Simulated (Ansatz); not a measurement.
# CH8GaN: the cost of one run

Program: Ansatz 0.2.0. Level of theory: RKS PBE0-D4/def2-mTZVP. These are calculated values, not measurements.

### 1 The starting structure

Bond lengths: Ga1–C3 1.980 Å, C3–H4 1.110 Å, C3–H5 1.110 Å, C3–H6 1.110 Å, Ga1–H7 1.570 Å, Ga1–N8 2.230 Å, N8–H9 1.060 Å, N8–H10 1.060 Å. Angles: Ga1–C3–H4 109.5°, Ga1–C3–H5 109.5°, Ga1–C3–H6 109.5°, H4–C3–H5 109.4°, H4–C3–H6 109.4°, H5–C3–H6 109.4°, C3–Ga1–H7 120.0°, C3–Ga1–N8 96.8°, H7–Ga1–N8 101.3°, Ga1–N8–H9 120.0°, Ga1–N8–H10 120.0°, H9–N8–H10 120.0°.

Coordinates:

```xyz
11

Ga    0.0000    0.0000    0.0000
H     0.0000    0.0000    1.9200
C     1.7147    0.0000   -0.9900
H     2.0443   -1.0462   -1.1602
H     1.5782    0.5080   -1.9674
H     2.4842    0.5381   -0.3982
H    -1.3596    0.0000   -0.7850
N     0.0999    2.1139    0.7032
H     0.4935    2.3354    1.6622
H    -0.2461    2.8972    0.0784
H     0.0487    1.0304    1.8459
```

### 2 Pulling towards end A

Springs on the bonds that form and break draw the guess towards this end; the thresholds are loose.

The input, input.yaml:

```yaml
crystal:
  periodic: [false, false, false]
  atoms:
    - { symbol: Ga, position_ang: [0.0, 0.0, 0.0] }
    - { symbol: H, position_ang: [0.0, 0.0, 1.92] }
    - { symbol: C, position_ang: [1.7147, 0.0, -0.99] }
    - { symbol: H, position_ang: [2.0443, -1.0462, -1.1602] }
    - { symbol: H, position_ang: [1.5782, 0.508, -1.9674] }
    - { symbol: H, position_ang: [2.4842, 0.5381, -0.3982] }
    - { symbol: H, position_ang: [-1.3596, 0.0, -0.785] }
    - { symbol: "N", position_ang: [0.0999, 2.1139, 0.7032] }
    - { symbol: H, position_ang: [0.4935, 2.3354, 1.6622] }
    - { symbol: H, position_ang: [-0.2461, 2.8972, 0.0784] }
    - { symbol: H, position_ang: [0.0487, 1.0304, 1.8459] }
basis:
  gaussian: { orbitals: def2-mTZVP }
hamiltonian:
  xc: pbe0
  dispersion: d4
relax:
  f_tol: 0.15
  max_steps: 25
  restrain:
    - { distance: [0, 7], at: 3.13, k: 30.0 }
    - { distance: [10, 1], at: 1.86, k: 30.0 }
    - { distance: [0, 1], at: 1.57, k: 30.0 }
    - { distance: [10, 7], at: 1.06, k: 30.0 }
```

The run is started by

```bash
> ansatz run input.yaml --threads 2 --pin off --max-ram 3072MiB --backend cpu --events-out ev --progress --plain --runs-dir out
```

**Question.** How long does this run take on 2 threads of Intel Xeon Platinum 8259CL at 2.50GHz (Skylake/Cascade Lake), shared host, and how much memory does it need?

About 46 s, with a peak of 0.23 GiB.
